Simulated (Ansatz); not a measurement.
# Molecular dynamics of CaPH₅O₆

Input:

```yaml
crystal:
  lattice:
    - [3.200399, -7.64671, 0.0]
    - [3.200399, 7.64671, 0.0]
    - [-2.816879, 0.0, 5.142383]
  atoms:
    - { symbol: Ca, position: [0.9226, 0.5774, 0.75] }
    - { symbol: Ca, position: [0.5774, 0.9226, 0.25] }
    - { symbol: H, position: [0.7022, 0.3622, 0.1307] }
    - { symbol: H, position: [0.3622, 0.7022, 0.6307] }
    - { symbol: H, position: [0.0011, 0.9793, 0.1065] }
    - { symbol: H, position: [0.9793, 0.0011, 0.6065] }
    - { symbol: H, position: [0.0715, 0.8949, 0.2765] }
    - { symbol: H, position: [0.8949, 0.0715, 0.7765] }
    - { symbol: H, position: [0.5068, 0.5274, 0.5017] }
    - { symbol: H, position: [0.5274, 0.5068, 0.0017] }
    - { symbol: H, position: [0.4247, 0.2905, 0.3544] }
    - { symbol: H, position: [0.2905, 0.4247, 0.8544] }
    - { symbol: P, position: [0.4045, 0.0491, 0.7372] }
    - { symbol: P, position: [0.0491, 0.4045, 0.2372] }
    - { symbol: O, position: [0.5945, 0.3295, 0.9722] }
    - { symbol: O, position: [0.3295, 0.5945, 0.4722] }
    - { symbol: O, position: [0.5392, 0.1028, 0.5664] }
    - { symbol: O, position: [0.1028, 0.5392, 0.0664] }
    - { symbol: O, position: [0.1474, 0.934, 0.6028] }
    - { symbol: O, position: [0.934, 0.1474, 0.1028] }
    - { symbol: O, position: [0.3809, 0.8867, 0.8553] }
    - { symbol: O, position: [0.8867, 0.3809, 0.3553] }
    - { symbol: O, position: [0.0571, 0.9083, 0.1171] }
    - { symbol: O, position: [0.9083, 0.0571, 0.6171] }
    - { symbol: O, position: [0.5697, 0.4609, 0.4884] }
    - { symbol: O, position: [0.4609, 0.5697, 0.9884] }
basis:
  ecutwfc: 420.0
kpoints:
  mp_grid: { grid: [2, 2, 2] }
hamiltonian:
  xc: lda
scf:
  occupations: { method: fermi_dirac, width: 0.05 }
  lower_state_search: "off"
md:
  timestep: 0.5
  n_steps: 140
  ensemble: nvt_langevin
  temperature: 500.0
  initial_velocities: maxwell_boltzmann
  seed: 229741
  friction: 0.02
```

Command:

```bash
$ ansatz run input.yaml --threads 1 --pin off --max-ram 3072MiB --backend cpu --events-out ev --progress --plain --runs-dir out
```

It starts from an unrelaxed structure (largest force component 1.76 eV/Å).

Output, in part (step lines):

```
md step     0: t =     0.00 fs  T =   480.8 K  F+E_penalty+E_count = -11833.19803528 eV  E_kin = 1.615750 eV  (10 SCF iters)
md step     1: t =     0.50 fs  T =   467.4 K  F+E_penalty+E_count = -11833.21299856 eV  E_kin = 1.570728 eV  (8 SCF iters)
md step     2: t =     1.00 fs  T =   485.9 K  F+E_penalty+E_count = -11833.22893834 eV  E_kin = 1.632963 eV  (8 SCF iters)
md step     3: t =     1.50 fs  T =   468.6 K  F+E_penalty+E_count = -11833.24107940 eV  E_kin = 1.574759 eV  (8 SCF iters)
md step     4: t =     2.00 fs  T =   470.5 K  F+E_penalty+E_count = -11833.23193621 eV  E_kin = 1.581132 eV  (8 SCF iters)
md step     5: t =     2.50 fs  T =   461.4 K  F+E_penalty+E_count = -11833.19139889 eV  E_kin = 1.550763 eV  (6 SCF iters)
md step     6: t =     3.00 fs  T =   420.4 K  F+E_penalty+E_count = -11833.12021703 eV  E_kin = 1.412972 eV  (6 SCF iters)
md step     7: t =     3.50 fs  T =   391.7 K  F+E_penalty+E_count = -11833.03132949 eV  E_kin = 1.316344 eV  (6 SCF iters)
[... lines left out ...]
md step   140: t =    70.00 fs  T =   408.5 K  F+E_penalty+E_count = -11832.10071013 eV  E_kin = 1.372902 eV  (8 SCF iters)
```

The steps, from the saved trajectory:

```csv
time (fs),T (K),potential energy less start (eV)
0.0,481,0.000
2.0,470,-0.034
4.0,350,0.253
6.0,334,0.399
8.0,372,0.450
10.0,308,0.577
12.0,350,0.551
14.0,312,0.754
16.0,285,0.780
18.0,347,0.628
20.0,327,0.802
22.0,381,0.621
24.0,356,0.868
26.0,301,1.030
28.0,353,0.858
30.0,311,0.879
32.0,367,0.722
34.0,321,0.823
36.0,324,0.829
38.0,379,0.774
40.0,351,0.789
42.0,396,0.662
44.0,391,0.785
46.0,395,0.871
48.0,409,0.867
50.0,358,1.059
52.0,422,0.819
54.0,369,0.943
56.0,338,1.073
58.0,362,0.957
60.0,319,1.073
62.0,355,1.047
64.0,366,1.089
66.0,337,1.165
68.0,347,1.208
70.0,409,1.097
```

All steps were run. The mean temperature of the second half is 27 % below the set value. A run of 0.07 ps of so small a system gives no equilibrium averages. Limits of this set-up: coarse k mesh.

Mean squared displacements from the first frame to the last, about the centre of mass: Ca 0.02 Å², H 0.09 Å², P 0.01 Å², O 0.07 Å².

Last frame:

```xyz
26
Lattice="3.2004 -7.6467 0.0000 3.2004 7.6467 0.0000 -2.8169 0.0000 5.1424" Properties=species:S:1:pos:R:3
Ca 2.612 -2.608 3.841
Ca 4.095 2.550 1.234
H 3.198 -2.590 0.799
H 1.879 2.713 3.182
H 2.850 7.647 0.765
H 1.896 -7.786 3.335
H 2.249 6.467 1.742
H 1.319 -6.494 3.947
H 2.042 -0.060 2.557
H 3.127 -0.276 -0.029
H 1.141 -1.103 1.903
H 0.030 0.911 4.370
P -0.546 -2.782 3.969
P 0.879 2.696 1.194
O 0.268 -2.054 5.103
O 1.883 2.109 2.345
O 0.390 -3.394 2.980
O 1.840 3.409 0.195
O 1.734 5.980 3.475
O 3.335 -6.107 0.581
O 1.679 3.770 4.424
O 3.056 -3.891 1.763
O 2.742 6.641 0.950
O 1.906 -6.720 3.205
O 2.018 -1.021 2.320
O 0.376 0.716 5.295
```

Time of the run: 12 min on 1 thread of Arm Neoverse V2 (shared host), peak memory 0.64 GiB.
